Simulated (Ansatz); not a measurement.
# CH6AsPS: the cost of one run

Program: Ansatz 0.2.0 through its Python package. Level of theory: MP2/def2-SVP. These are calculated values, not measurements.

## Step 1: The structure

Bond lengths: C1–As2 1.958 Å, As2–P3 2.283 Å, P3–S4 2.171 Å, C1–H5 1.156 Å, C1–H6 1.158 Å, C1–H7 1.068 Å, As2–H8 1.545 Å, P3–H9 1.503 Å, S4–H10 1.386 Å. Angles: C1–As2–P3 91.1°, C1–As2–H8 90.9°, P3–As2–H8 91.2°, As2–C1–H5 108.7°, As2–C1–H6 108.7°, As2–C1–H7 113.4°, H5–C1–H6 104.1°, H5–C1–H7 110.7°, H6–C1–H7 110.7°, As2–P3–S4 96.9°, As2–P3–H9 95.2°, S4–P3–H9 92.8°, P3–S4–H10 91.4°.

No structure file is read: the coordinates are typed or built in the script.

## Step 2: The code

The input, ch6asps.py:

```python
"""Potential curve of CH6AsPS along one bond."""

import warnings

import ansatz
import numpy as np

config = {
    "basis": "def2-SVP",
    "method": "mp2",
}

warnings.simplefilter("ignore", ansatz.DeckWarning)

geometry_ang = [
    ("C", (-0.7906, -0.2537, -1.2192)),
    ("As", (-0.9757, -0.4071, 0.7243)),
    ("P", (1.2892, -0.2975, 0.9929)),
    ("S", (1.4124, 1.8503, 1.2881)),
    ("H", (-1.8209, -0.4456, -1.7065)),
    ("H", (-0.5539, 0.8491, -1.4834)),
    ("H", (-0.0512, -0.907, -1.6287)),
    ("H", (-0.9219, -1.9484, 0.6315)),
    ("H", (1.2642, -0.5735, 2.4706)),
    ("H", (1.2316, 2.0823, -0.0666)),
]
system = ansatz.Crystal.molecule()
for symbol, xyz in geometry_ang:
    system = system.atom(symbol, xyz)

symbols = [site.symbol for site in system.cartesian_sites]
start = np.array([site.position_ang for site in system.cartesian_sites])
axis = (start[4] - start[0]) / np.linalg.norm(start[4] - start[0])
moving = [4]
lengths, energies = [0.98, 1.06, 1.16, 1.27, 1.44, 1.73, 2.08, 2.54], []
for length in lengths:
    xyz = start.copy()
    xyz[moving] += (length - np.linalg.norm(start[4] - start[0])) * axis
    point = ansatz.Crystal.molecule()
    for symbol, place in zip(symbols, xyz):
        point = point.atom(symbol, place.tolist())
    model = point.calculation().basis(gaussian=config["basis"]).correlation(config["method"])
    r = model.run(threads=1).report
    energies.append(r["free_energy_ev"])
    print(f"r = {length:6.3f} A  E = {energies[-1]:.5f} eV  <S^2> = {abs(r['mean_field']['state']['spin_squared']):.3f}")

print("energy above the lowest point (eV):", [round(e - min(energies), 3) for e in energies])
```

## Step 3: The calls as engine input

The package turns the script's settings into the engine's input (first run):

```yaml
crystal:
  periodic: [false, false, false]
  atoms:
    - { symbol: C, position_ang: [-0.7906, -0.2537, -1.2192] }
    - { symbol: As, position_ang: [-0.9757, -0.4071, 0.7243] }
    - { symbol: P, position_ang: [1.2892, -0.2975, 0.9929] }
    - { symbol: S, position_ang: [1.4124, 1.8503, 1.2881] }
    - { symbol: H, position_ang: [-1.6642113037556923, -0.4164157227901751, -1.6323910980492564] }
    - { symbol: H, position_ang: [-0.5539, 0.8491, -1.4834] }
    - { symbol: H, position_ang: [-0.0512, -0.907, -1.6287] }
    - { symbol: H, position_ang: [-0.9219, -1.9484, 0.6315] }
    - { symbol: H, position_ang: [1.2642, -0.5735, 2.4706] }
    - { symbol: H, position_ang: [1.2316, 2.0823, -0.0666] }
basis:
  gaussian:
    orbitals: def2-SVP
correlation:
  method: mp2
```

## Step 4: Launch

Launch:

```
python ch6asps.py
```

Q: Estimate wall time and peak memory on 1 thread of Intel Xeon Platinum 8488C (Sapphire Rapids), shared host.

About 24 s, with a peak of 0.36 GiB.
